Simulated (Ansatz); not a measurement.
## FH4SbSiTe, SMILES [F][SbH][SiH2][TeH]: an atomisation energy, step by step

With Ansatz 0.2.0, Python API.

Interactive session:
```pycon
>>> from collections import Counter
>>> import ansatz
>>> def single_point(molecule, charge=0, unpaired=0):
...     calc = (
...         molecule.calculation()
...         .basis(gaussian="def2-SVPD")
...         .correlation("mp2")
...     )
...     if charge:
...         calc = calc.charge(charge)
...     if unpaired:
...         calc = calc.spin("collinear", total=unpaired)
...     report = calc.run().report
...     if report["published_state_doubts"]:
...         print("  doubts:", report["published_state_doubts"])
...     return report["free_energy_ev"]
...
>>> geometry = (
...     ansatz.Crystal.molecule()
...     .atom("F", [-2.3331, 0.8679, -0.4102])
...     .atom("Sb", [-0.8002, 0.485, -1.5604])
...     .atom("Si", [0.6053, 0.0946, 0.4591])
...     .atom("Te", [0.0463, -2.0377, 1.5413])
...     .atom("H", [-0.3104, 2.1718, -1.6458])
...     .atom("H", [0.4517, 1.2135, 1.4242])
...     .atom("H", [2.0772, 0.025, 0.0738])
...     .atom("H", [0.3553, -2.8773, 0.0623])
... )
>>> # unpaired electrons of the ground-state atoms
>>> unpaired = {"F": 1, "Sb": 3, "Si": 2, "Te": 2, "H": 1}
>>> counts = Counter(site.symbol for site in geometry.cartesian_sites)
>>> atom_energy = {s: single_point(ansatz.Crystal.molecule().atom(s, (0, 0, 0)), 0, unpaired[s]) for s in counts}
>>> whole = single_point(geometry, 0, 0)
>>> for s, e in atom_energy.items():
...     print(f"{s:2s} x{counts[s]}  {e:14.5f} eV")
...
F  x1     -2705.78400 eV
Sb x1     -6512.82903 eV
Si x1     -7858.67695 eV
Te x1     -7267.58082 eV
H  x4       -13.58606 eV
>>> print(f"FH4SbSiTe: {whole:.5f} eV")
FH4SbSiTe: -24418.55356 eV
>>> split = sum(counts[s] * e for s, e in atom_energy.items()) - whole
>>> print(f"atomisation energy (no zero-point term): {23.060548 * split:.1f} kcal/mol, {split / sum(counts.values()):.3f} eV an atom")
atomisation energy (no zero-point term): 446.0 kcal/mol, 2.417 eV an atom
```

446.0 kcal/mol from the electronic energies, without the zero-point term.

What to keep in mind:
- Total energies depend on the basis set; only differences at equal settings carry meaning.
- The geometry is a force-field or estimated start, not a minimum of this method, and the basis set is short of its limit. All parts are taken at fixed geometry, without zero-point energy.
- def2 sets replace the cores of elements past krypton by effective core potentials.
- In double-zeta sets correlated atomisation energies come out some 10 to 15 % low.
- The spin-orbit lowering of heavy atoms is left out.
- Wall time of the script: 7.5 s on 1 thread of Arm Neoverse V2, with other jobs on the host, peak memory 0.46 GiB.
